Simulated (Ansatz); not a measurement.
# BClH2OSi: taking an electron away

One table from this session's results is given with a row withheld; the runs are named, their logs left out.

Method: unrestricted cation, the program's frozen cores in correlated methods; program: Ansatz 0.2.0, Gaussian basis.

The runs, in order: UKS PBE-D4/def2-TZVPP; UKS r2SCAN-D4/def2-TZVPP; UKS PBE0-D4/def2-TZVPP; UKS B3LYP-D4/def2-TZVPP; UKS wB97X-V/def2-TZVPP; UKS wB97M-V/def2-TZVPP; UKS B2PLYP/def2-TZVPP; UHF-CCSD(T)/def2-TZVPP; UHF-MP2/def2-QZVPP; extrapolation to the limit; then −ε(HOMO) from the neutral's earlier runs with LDA (SPW92), PBE-D4, revPBE-D4, BLYP-D4, r2SCAN-D4, B97M-V, PBE0-D4, B3LYP-D4, r2SCANh-D4, r2SCAN0-D4, HSE06-D4, BHLYP-D4, CAM-B3LYP-D4, LC-ωPBE, ωB97X-V, ωB97M-V.

### Structure used throughout

All runs share one geometry, relaxed beforehand with PBE0-D4 in a triple-zeta def2 set.

SMILES `ClB1O[SiH2]1`, 6 atoms, charge 0, spin multiplicity 1.

Atoms are counted from 1 here; the program's logs count them from 0.

Bond lengths: Cl1–B2 1.724 Å, B2–O3 1.342 Å, B2–Si4 1.889 Å, O3–Si4 1.751 Å, Si4–H5 1.481 Å, Si4–H6 1.481 Å. Angles: Cl1–B2–O3 131.4°, Cl1–B2–Si4 165.6°, O3–B2–Si4 63.0°, B2–O3–Si4 73.9°, B2–Si4–O3 43.1°, B2–Si4–H5 124.4°, B2–Si4–H6 124.4°, O3–Si4–H5 112.3°, O3–Si4–H6 112.3°, H5–Si4–H6 110.9°.

Set-up of the first run:

File in.yaml:

```yaml
crystal:
  periodic: [false, false, false]
  atoms:
    - {symbol: Cl, position_ang: [-0.101753, -2.743410, 0.480814]}
    - {symbol: B, position_ang: [-0.099861, -1.050422, 0.152787]}
    - {symbol: O, position_ang: [-1.040305, -0.245578, -0.364586]}
    - {symbol: Si, position_ang: [0.342185, 0.776457, -0.031973]}
    - {symbol: H, position_ang: [0.900409, 1.382899, -1.262298]}
    - {symbol: H, position_ang: [0.041323, 1.815955, 0.978956]}
basis:
  gaussian: {orbitals: def2-TZVPP}
total_charge: 1
magnetization: {spin_polarized: true, initial_magnetization: 1}
hamiltonian: {xc: pbe, dispersion: d4}
```

Run with:

```bash
$ ansatz run in.yaml --threads 2 --pin off --events-out ev --progress --plain --max-ram 4352MiB
```

Steps of the session up to this table: Cation, UKS PBE-D4/def2-TZVPP; Cation, UKS r2SCAN-D4/def2-TZVPP; Cation, UKS PBE0-D4/def2-TZVPP; Cation, UKS B3LYP-D4/def2-TZVPP; Cation, UKS wB97X-V/def2-TZVPP; Cation, UKS wB97M-V/def2-TZVPP; Cation, UKS B2PLYP (frozen core)/def2-TZVPP; Cation, UHF-CCSD(T)/def2-TZVPP; Cation, UHF-MP2/def2-QZVPP.

One of the session's tables, all rows but one given; the rest of the session is left out.

Orbital estimates, from the neutral's runs:

| functional | −ε(HOMO) (eV) |
| --- | --- |
| LDA (SPW92) | 6.36 |
| PBE-D4 | 6.22 |
| revPBE-D4 | 6.16 |
| BLYP-D4 | 6.08 |
| r2SCAN-D4 | 6.44 |
| B97M-V | 6.49 |
| PBE0-D4 | 7.39 |
| B3LYP-D4 | ? |
| r2SCANh-D4 | 6.87 |
| r2SCAN0-D4 | 7.53 |
| HSE06-D4 | 6.99 |
| BHLYP-D4 | 8.46 |
| CAM-B3LYP-D4 | 8.71 |
| LC-ωPBE | 10.02 |
| ωB97X-V | 9.67 |
| ωB97M-V | 9.50 |

Estimate the missing values for B3LYP-D4.

Worked estimate for «−ε(HOMO) (eV)». Against the share of exact exchange, BLYP-D4 (0, 6.08), BHLYP-D4 (0.5, 8.46) give a slope of 4.76 per unit share; at 0.2 the line stands at 7.03.

**Answer.** −ε(HOMO) (eV): 7.18. In «−ε(HOMO) (eV)» the line misses by -0.15.
